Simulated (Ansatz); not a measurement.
**AlGaN2: a strain scan**

Aim: for AlGaN2, strain the cell along the Voigt pattern (1, 1, 0, 0, 0, 0).

Program: Ansatz 0.2.0. Level of theory: DFT LDA, scalar-relativistic, plane waves, PAW. These are calculated values, not measurements.

### 1 The starting structure

The structure is tetragonal, space group P-4m2 (No. 115). The conventional cell has a = 3.141 Å, b = 3.141 Å, c = 4.424 Å, α = 90.00°, β = 90.00°, γ = 90.00°. Al (site symmetry -4m2) has 4 N at 1.89 Å as nearest neighbours. Around Ga (site symmetry -4m2) lie 4 N at 1.95 Å. Around N (site symmetry 2mm) lie 2 Al at 1.89 Å and 2 Ga at 1.95 Å.

As a file:

```
Al Ga N
1.0
     3.14088    0.00000    0.00000
     0.00000    3.14088    0.00000
     0.00000    0.00000    4.42384
Al Ga N
1 1 2
Direct
  0.50000 0.50000 0.50000
  0.00000 0.00000 0.00000
  0.50000 0.00000 0.73826
  0.00000 0.50000 0.26174
```

It goes back to an entry of the Materials Project, which need not be the stable form.

No relaxation comes first: the listed cell is the starting point.

### 2 Zero of the scan

input.yaml

```yaml
crystal:
  lattice:
    - [3.1408770487, 0.0, 0.0]
    - [0.0, 3.1408770487, 0.0]
    - [0.0, 0.0, 4.42383794]
  atoms:
    - { symbol: Al, position: [0.5, 0.5, 0.5] }
    - { symbol: Ga, position: [0.0, 0.0, 0.0] }
    - { symbol: "N", position: [0.5, 0.0, 0.73826481] }
    - { symbol: "N", position: [0.0, 0.5, 0.26173519] }
basis:
  ecutwfc: 420
kpoints:
  mp_grid: { grid: [8, 8, 6] }
hamiltonian:
  xc: lda
scf:
  occupations: { method: gaussian, width: 0.05 }
output:
  forces: true
  stress: true
  eigenvalues: true
  write_density: true
  write_potential: true
  elf: true
  volumetric_format: npy
```

Run with:

```console
ansatz run input.yaml --threads 1 --pin off --max-ram 2560MiB --backend cpu --events-out ev --progress --plain --runs-dir out
```

### 3 Setting up a strain scan

The cell is strained by ε times the Voigt pattern (1, 1, 0, 0, 0, 0) (xx, yy, zz, yz, xz, xy; engineering shear), with fractional coordinates fixed (clamped ions). The stress on the pattern is the sum of the stress components weighted by it, tension positive.

### 4 Point ε = -0.0200

Edit input.yaml of step 2 so:

```diff
@@ -2,4 +2,4 @@
   lattice:
-    - [3.1408770487, 0.0, 0.0]
-    - [0.0, 3.1408770487, 0.0]
+    - [3.0780595077, 0.0, 0.0]
+    - [0.0, 3.0780595077, 0.0]
     - [0.0, 0.0, 4.42383794]
@@ -22,5 +22 @@
   eigenvalues: true
-  write_density: true
-  write_potential: true
-  elf: true
-  volumetric_format: npy
```

### 5 ε = 0.0150

Edit input.yaml of step 4 so:

```diff
@@ -2,4 +2,4 @@
   lattice:
-    - [3.0780595077, 0.0, 0.0]
-    - [0.0, 3.0780595077, 0.0]
+    - [3.1879902044, 0.0, 0.0]
+    - [0.0, 3.1879902044, 0.0]
     - [0.0, 0.0, 4.42383794]
```

### 6 At ε = -0.0100

Edit input.yaml of step 5 so:

```diff
@@ -2,4 +2,4 @@
   lattice:
-    - [3.1879902044, 0.0, 0.0]
-    - [0.0, 3.1879902044, 0.0]
+    - [3.1094682782, 0.0, 0.0]
+    - [0.0, 3.1094682782, 0.0]
     - [0.0, 0.0, 4.42383794]
```

### 7 ε = 0.0050

Edit input.yaml of step 6 so:

```diff
@@ -2,4 +2,4 @@
   lattice:
-    - [3.1094682782, 0.0, 0.0]
-    - [0.0, 3.1094682782, 0.0]
+    - [3.1565814339, 0.0, 0.0]
+    - [0.0, 3.1565814339, 0.0]
     - [0.0, 0.0, 4.42383794]
```

### 8 At ε = 0.0200

Edit input.yaml of step 7 so:

```diff
@@ -2,4 +2,4 @@
   lattice:
-    - [3.1565814339, 0.0, 0.0]
-    - [0.0, 3.1565814339, 0.0]
+    - [3.2036945897, 0.0, 0.0]
+    - [0.0, 3.2036945897, 0.0]
     - [0.0, 0.0, 4.42383794]
```

### 9 Point ε = -0.0150

Edit input.yaml of step 8 so:

```diff
@@ -2,4 +2,4 @@
   lattice:
-    - [3.2036945897, 0.0, 0.0]
-    - [0.0, 3.2036945897, 0.0]
+    - [3.093763893, 0.0, 0.0]
+    - [0.0, 3.093763893, 0.0]
     - [0.0, 0.0, 4.42383794]
```

### 10 At ε = 0.0100

Edit input.yaml of step 9 so:

```diff
@@ -2,4 +2,4 @@
   lattice:
-    - [3.093763893, 0.0, 0.0]
-    - [0.0, 3.093763893, 0.0]
+    - [3.1722858192, 0.0, 0.0]
+    - [0.0, 3.1722858192, 0.0]
     - [0.0, 0.0, 4.42383794]
```

### 11 ε = -0.0050

Edit input.yaml of step 10 so:

```diff
@@ -2,4 +2,4 @@
   lattice:
-    - [3.1722858192, 0.0, 0.0]
-    - [0.0, 3.1722858192, 0.0]
+    - [3.1251726635, 0.0, 0.0]
+    - [0.0, 3.1251726635, 0.0]
     - [0.0, 0.0, 4.42383794]
```

### 12 ε = 0.0175

Edit input.yaml of step 11 so:

```diff
@@ -2,4 +2,4 @@
   lattice:
-    - [3.1251726635, 0.0, 0.0]
-    - [0.0, 3.1251726635, 0.0]
+    - [3.1958423971, 0.0, 0.0]
+    - [0.0, 3.1958423971, 0.0]
     - [0.0, 0.0, 4.42383794]
@@ -22 +22,5 @@
   eigenvalues: true
+  write_density: true
+  write_potential: true
+  elf: true
+  volumetric_format: npy
```

(Steps that only read results are left out.)

What does the calculation give? Wanted: slope of the stress at ε = 0, over ±0.0050.

**Answer**, as computed:

| quantity | value |
| --- | --- |
| slope of the stress at ε = 0, over ±0.0050 | 840 GPa |

**Reading.** From the stress slope, C11 + C22 + 2 C12 is about 840 GPa with the ions clamped; letting the atoms relax could not make it stiffer. The reference stands under -5.0 GPa, so this is no zero-stress constant. The undisturbed cell is not the lowest point: the energy is 3.7 meV/atom lower at ε = -0.0100; the cell was taken as given and not relaxed at this level. The gap on the mesh stays between 2.59 and 3.13 eV.
